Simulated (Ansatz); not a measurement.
# CH3AlFNS: the cost of one run

Method: RKS PBE/def2-mTZVP, in Ansatz 0.2.0.

**1. The starting structure**

Bond lengths: F1–C2 1.345 Å, C2–S3 1.796 Å, C2–N4 1.455 Å, C2–Al5 1.914 Å, N4–Al5 1.942 Å, S3–H6 1.415 Å, N4–H7 1.002 Å, Al5–H8 1.565 Å. Angles: F1–C2–S3 115.4°, F1–C2–N4 116.9°, F1–C2–Al5 118.0°, S3–C2–N4 110.6°, S3–C2–Al5 118.4°, N4–C2–Al5 68.8°, C2–S3–H6 93.3°, C2–N4–Al5 66.8°, C2–N4–H7 114.7°, Al5–N4–H7 107.0°, C2–Al5–N4 44.3°, C2–Al5–H8 147.2°, N4–Al5–H8 151.4°.

As a file:

```xyz
8

F    -1.2527    0.5536    1.1829
C    -0.2600    0.3755    0.2934
S     1.2822    1.2097    0.6814
N    -0.5968    0.5495   -1.1110
Al   -0.1834   -1.2900   -0.6473
H     1.4725    0.4780    1.8770
H     0.1550    0.8839   -1.6832
H    -0.5245   -2.8172   -0.6490
```

**2. Relaxing end A**

Input file input.yaml:

```yaml
crystal:
  periodic: [false, false, false]
  atoms:
    - { symbol: F, position_ang: [-1.2527, 0.5536, 1.1829] }
    - { symbol: C, position_ang: [-0.26, 0.3755, 0.2934] }
    - { symbol: S, position_ang: [1.2822, 1.2097, 0.6814] }
    - { symbol: "N", position_ang: [-0.5968, 0.5495, -1.111] }
    - { symbol: Al, position_ang: [-0.1834, -1.29, -0.6473] }
    - { symbol: H, position_ang: [1.4725, 0.478, 1.877] }
    - { symbol: H, position_ang: [0.155, 0.8839, -1.6832] }
    - { symbol: H, position_ang: [-0.5245, -2.8172, -0.649] }
basis:
  gaussian: { orbitals: def2-mTZVP }
hamiltonian:
  xc: pbe
relax:
  f_tol: 0.02
  max_steps: 50
output:
  orbitals: {}
```

Command:

```bash
> ansatz run input.yaml --threads 2 --pin off --max-ram 3072MiB --backend cpu --events-out ev --progress --plain --runs-dir out
```

**Question.** How long does this run take on 2 threads of AMD EPYC 9R45 (Zen 5), shared host, and how much memory does it need?

About 12 s, with a peak of 0.2 GiB.
